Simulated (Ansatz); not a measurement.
# Cl2FGeHO: the cost of one run

Method: RKS B3LYP-D4/def2-SVP, in Ansatz 0.2.0.

## 1. The starting structure

Bond lengths: Ge1–F2 1.680 Å, Ge1–O3 1.770 Å, O3–H4 1.010 Å, Ge1–Cl5 2.218 Å, Ge1–Cl6 2.218 Å. Angles: F2–Ge1–O3 109.4°, F2–Ge1–Cl5 109.5°, F2–Ge1–Cl6 109.5°, O3–Ge1–Cl5 109.5°, O3–Ge1–Cl6 109.5°, Cl5–Ge1–Cl6 109.5°, Ge1–O3–H4 109.5°.

Structure file:

```xyz
6

Ge    0.0000    0.0000    0.0000
F     0.0000    0.0000    1.6800
O     1.6691    0.0000   -0.5894
H     1.9855   -0.9521   -0.7061
Cl   -1.0456    1.8115   -0.7393
Cl   -1.0456   -1.8115   -0.7393
```

## 2. Preparing the start

input.yaml

```yaml
crystal:
  periodic: [false, false, false]
  atoms:
    - { symbol: Ge, position_ang: [0.0, 0.0, 0.0] }
    - { symbol: F, position_ang: [0.0, 0.0, 1.68] }
    - { symbol: O, position_ang: [1.6691, 0.0, -0.5894] }
    - { symbol: H, position_ang: [1.9855, -0.9521, -0.7061] }
    - { symbol: Cl, position_ang: [-1.0456, 1.8115, -0.7393] }
    - { symbol: Cl, position_ang: [-1.0456, -1.8115, -0.7393] }
basis:
  gaussian: { orbitals: def2-SVP }
hamiltonian:
  xc: b3lyp
  dispersion: d4
relax:
  f_tol: 0.02
  max_steps: 40
output:
  orbitals: {}
```

Run with:

```console
$ ansatz run input.yaml --threads 2 --pin off --max-ram 3072MiB --backend cpu --events-out ev --progress --plain --runs-dir out
```

**Question.** How long does this run take on 2 threads of Arm Neoverse V2, shared host, and how much memory does it need?

About 41 s, with a peak of 0.23 GiB.
